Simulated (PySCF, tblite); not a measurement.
# H6HfO3Si, a small molecule taken as a stand-in for a surface group (hafnium hydroxide): NMR shifts, core binding energies and electronic excitations, part 2 of 2

tblite 0.8.0 and PySCF 2.14.0. Atoms count from 0, parts from 1. Earlier steps stand in the parts before.

### 5 Core holes by ΔSCF: SCAN, X2C

Job settings and geometry (Å):

```
{"job": {"kind": "xps", "holes": 5}, "charge": 0, "multiplicity": 1}
O      1.543116     0.376607     1.601832
Hf    -0.183866     0.157200     0.794266
O     -1.140461    -1.406574     1.364749
O     -1.240165     1.758249     0.701187
Si     0.418150    -0.374662    -1.832620
H      2.368098     0.427478     2.079684
H     -1.691882    -2.110632     1.699019
H     -1.686828     2.599474     0.769610
H      1.178045     0.746779    -2.487731
H     -0.802493    -0.599348    -2.682613
H      1.270998    -1.603048    -1.997198
```

Method: delta-SCF UKS SCAN, pcX-2 on the ionised atom, pcseg-1 elsewhere (x2c-SVPall past Kr), spin-free X2C.

What it wrote:

```text
ground state, core basis on atom 0 (O), 187 functions
  cycle   1  E = -15599.06666399  |g| = 1.44e+00
  cycle   2  E = -15595.79952517  |g| = 4.19e+00
  cycle   3  E = -15599.38492302  |g| = 4.32e-01
  cycle   4  E = -15599.42868098  |g| = 2.15e-01
  cycle   5  E = -15599.43816353  |g| = 7.83e-02
  cycle   6  E = -15599.43930691  |g| = 3.88e-02
  cycle   7  E = -15599.43957483  |g| = 8.95e-03
  cycle   8  E = -15599.43959706  |g| = 3.03e-03
  cycle   9  E = -15599.43959053  |g| = 4.16e-04
  E(ground) = -15599.75121171 Eh
hole in O 1s of atom 0
  cycle   1  E = -15578.83383406  |g| = 2.23e+00
  cycle   2  E = -15576.86658809  |g| = 2.53e+00
  cycle   3  E = -15579.34229640  |g| = 8.25e-01
  cycle   4  E = -15579.54980983  |g| = 5.44e-01
  cycle   5  E = -15579.62008216  |g| = 3.35e-01
  cycle   6  E = -15579.66791402  |g| = 6.75e-02
  cycle   7  E = -15579.66994306  |g| = 1.33e-02
  cycle   8  E = -15579.67000335  |g| = 5.33e-03
  cycle   9  E = -15579.67001666  |g| = 2.44e-03
  cycle  10  E = -15579.67002317  |g| = 1.18e-03
  cycle  11  E = -15579.67002043  |g| = 6.33e-04
  cycle  12  E = -15579.67002119  |g| = 1.72e-04
  E(ion) = -15579.98386312 Eh   <S^2> = 0.7618   hole on atom = 1.000   binding energy = 537.897 eV
ground state, core basis on atom 4 (Si), 198 functions
  cycle   1  E = -15599.49757523  |g| = 2.98e-01
  cycle   2  E = -15599.49250194  |g| = 1.82e-01
  cycle   3  E = -15599.48715247  |g| = 2.42e-01
  cycle   4  E = -15599.49893602  |g| = 1.53e-02
  cycle   5  E = -15599.49897283  |g| = 4.88e-03
  cycle   6  E = -15599.49897679  |g| = 1.06e-03
  cycle   7  E = -15599.49897735  |g| = 7.17e-04
  cycle   8  E = -15599.49897834  |g| = 2.73e-04
  E(ground) = -15599.77215886 Eh
hole in Si 2p of atom 4
  cycle   1  E = -15595.26910674  |g| = 1.24e+00
  cycle   2  E = -15595.22511306  |g| = 1.04e+00
  cycle   3  E = -15595.56006917  |g| = 3.21e-01
  cycle   4  E = -15595.58696074  |g| = 2.24e-01
  cycle   5  E = -15595.60645833  |g| = 5.46e-02
  cycle   6  E = -15595.60779914  |g| = 1.09e-02
  cycle   7  E = -15595.60783147  |g| = 3.08e-03
  cycle   8  E = -15595.60783921  |g| = 1.46e-03
  cycle   9  E = -15595.60783701  |g| = 6.22e-04
  cycle  10  E = -15595.60784109  |g| = 2.36e-04
  E(ion) = -15595.89208860 Eh   <S^2> = 0.7524   hole on atom = 1.002   binding energy = 105.582 eV
  2p3/2 = 105.395 eV   2p1/2 = 106.018 eV
```

Run time: 43 s. Hardware: 1 thread of Arm Neoverse N1, shared host; peak memory 0.54 GiB.

Atoms past Kr, which the light-atom basis doesn't hold, take an all-electron relativistic set.

Binding energies by hole, beside the orbital energy of the ground state; the difference holds orbital relaxation and, for a density functional, its self-interaction error:

| hole | stands for | environment | ΔSCF (eV; 2p as the shell's mean) | −ε (eV) | ⟨S²⟩ |
| --- | --- | --- | --- | --- | --- |
| O1s on O0 | O0, O2, O3 | oxygen bonded to Hf, H | 537.90 | 516.7 | 0.762 |
| Si2p on Si4 | Si4 | silicon bonded to Hf, 3 H | 105.60 | 95.2 | 0.752 |

Each hole run stands for the others of its class of like atoms.

With the spin-orbit splitting: Si4 2p3/2 105.39, 2p1/2 106.02 eV. The table gives each 2p level as the mean over the whole 2p shell (two parts 2p3/2, one part 2p1/2), which differs a little from the single hole in the log.

### 6 Excited states and response: CAM-B3LYP/def2-SVPD

Same as in step 5 but for these lines:

```diff
@@ -1,2 +1,2 @@
-{"job": {"kind": "xps", "holes": 5}, "charge": 0, "multiplicity": 1}
+{"job": {"kind": "uv", "xc": "CAM-B3LYP", "basis": "def2-SVPD", "nstates": 6, "ntriplets": 2, "ip": true}, "charge": 0, "multiplicity": 1}
 O      1.543116     0.376607     1.601832
```

Method: TDDFT CAM-B3LYP/def2-SVPD, vertical, gas phase, core orbitals frozen in the response.

What it wrote:

```text
coarse grid: 45624 points
cycle   1  E = -566.2561685987  dE = -1.275e+01  |g| = 1.302e+00  |ddm| = 7.922e+00
cycle   2  E = -566.0557226509  dE =  2.004e-01  |g| = 1.716e+00  |ddm| = 2.550e+00
cycle   3  E = -566.6200112332  dE = -5.643e-01  |g| = 1.948e-01  |ddm| = 1.179e+00
cycle   4  E = -566.6283029883  dE = -8.292e-03  |g| = 5.868e-02  |ddm| = 2.642e-01
cycle   5  E = -566.6292724788  dE = -9.695e-04  |g| = 4.323e-03  |ddm| = 9.563e-02
cycle   6  E = -566.6292832607  dE = -1.078e-05  |g| = 1.796e-03  |ddm| = 1.754e-02
cycle   7  E = -566.6292844392  dE = -1.178e-06  |g| = 2.979e-04  |ddm| = 4.793e-03
final grid: 93160 points
cycle   8  E = -566.6292284069  dE = -9.680e-08  |g| = 1.816e-04  |ddm| = 2.429e-03
cycle   9  E = -566.6292284143  dE = -7.438e-09  |g| = 1.320e-04  |ddm| = 5.877e-04
cycle  10  E = -566.6292284184  dE = -4.086e-09  |g| = 2.930e-05  |ddm| = 2.404e-04
cycle  11  E = -566.6292284186  dE = -1.882e-10  |g| = 1.806e-05  |ddm| = 5.580e-05
converged SCF energy = -566.6292284186

Static polarisability (au): isotropic 87.844, principal 80.291 80.369 102.871

Singlet excitations
state   eV       nm        f      main configurations
  1   5.1274    241.8   0.02481   H->L+1 0.85, H->L+3 0.10
  2   5.1343    241.5   0.02463   H->L+2 0.85, H->L+4 0.11
  3   5.9901    207.0   0.08286   H->L 0.82, H->L+5 0.10
  4   6.5530    189.2   0.41102   H->L+5 0.81, H->L 0.10
  5   6.6925    185.3   0.00052   H->L+7 0.50, H->L+3 0.24, H->L+4 0.12
  6   6.7053    184.9   0.00135   H->L+8 0.43, H->L+4 0.24, H->L+3 0.18

Triplet excitations (Tamm-Dancoff, eV): 4.2376 4.2435
Vertical ionisation energy (delta-SCF) = 8.8324 eV
```

It took 71 s on 1 thread of Arm Neoverse N1, shared host; peak memory 0.9 GiB.

The orbitals next to the gap, with their largest atomic shares:

| orbital | eV | atoms |
| --- | --- | --- |
| HOMO−3 | -10.76 | O2 31 %, O3 29 %, O0 28 % |
| HOMO−2 | -10.29 | Si4 42 %, H9 25 %, H10 24 % |
| HOMO−1 | -10.29 | Si4 42 %, H8 32 %, H10 10 % |
| HOMO | -8.05 | Si4 46 %, Hf1 30 %, H8 6 % |
| LUMO | 0.23 | Hf1 58 %, Si4 9 %, O3 8 % |
| LUMO+1 | 0.64 | Hf1 58 %, Si4 15 %, O0 8 % |
| LUMO+2 | 0.64 | Hf1 58 %, Si4 15 %, O3 10 % |

With each of the 6 states as a Gaussian band of 0.4 eV half-width at 1/e, the curve within the window shown has maxima at 241 nm (ε 2,000), 190 nm (ε 17,000) L/(mol cm). Beyond the last state computed it falls off for lack of states. The curve at chosen wavelengths:

```
 nm  ε (L/mol/cm)
177          4682
181          9671
185         14693
189         17142
192         16635
196         13754
200         10193
204          7275
208          5231
212          3791
215          2969
219          2170
223          1725
227          1606
231          1710
235          1893
238          2000
242          2032
246          1914
250          1671
254          1359
258          1035
261           811
265           559
269           366
273           229
```

Ground-state properties from the same run:

| property | computed |
| --- | --- |
| dipole moment (D) | 3.82 |
| polarisability (Å³) | 13.02 |
| HOMO–LUMO gap (eV) | 8.28 |
| −ε(HOMO) (eV) | 8.05 |

### 7 What came out

This closing draws on all 2 parts.

| quantity | value |
| --- | --- |
| point group | C3 |
| rotational constants (main isotopes) | 2.58, 1.49, 1.49 GHz |
| 1H shifts against TMS (PBE0/def2-SVP+pcSseg-1, means over atoms taken as alike) | 2.99, 2.99, 2.87 ppm |
| 17O shifts against H2O (PBE0/def2-SVP+pcSseg-1, means over atoms taken as alike) | 190.0 ppm |
| 29Si shifts against TMS (PBE0/def2-SVP+pcSseg-1) | -127.5 ppm |
| surface potential, 1st and 99th percentile | -0.74 V and 2.45 V |
| O1s binding energies, SCAN/pcX-2 | O0 537.90 eV |
| Si2p binding energies, SCAN/pcX-2 | Si4 105.60 eV |
| lowest singlet (CAM-B3LYP/def2-SVPD) | 5.13 eV (242 nm), f = 0.025 |
| brightest single state of those computed | state 4, 6.55 eV, f = 0.411 |
| lowest triplet | 4.24 eV |
| vertical ionisation energy (ΔSCF) | 8.83 eV |

The optimisation took 32 steps and gained 0.891 eV; among the close pairs (by a distance rule), Hf1–H5 changed most, from 2.513 to 2.870 Å (PBE0/def2-SVP). At PBE0/def2-SVP+pcSseg-1: The largest span, 366 ppm, is at O0, O2, O3, where the paramagnetic term is -247 ppm. The lowest singlet, at 5.13 eV, is HOMO→LUMO+1 0.85, HOMO→LUMO+3 0.10 and is weak; of the 6 states computed, the strongest absorption comes from state 4 at 6.55 eV. The lowest triplet lies 0.89 eV below the lowest singlet (triplets in Tamm-Dancoff, singlets in full TDDFT). Spin-orbit coupling, left out, mixes singlets and triplets in elements this heavy. ΔSCF puts the ionisation energy at 8.83 eV, 0.78 eV above −ε(HOMO). Spin-orbit coupling is left out, which matters for shieldings and couplings at and beside the heavy atoms. A capped cluster stands for the solid here, so long-range fields and strain are missing, and bands or shifts of the capping hydrogens have no counterpart in it.
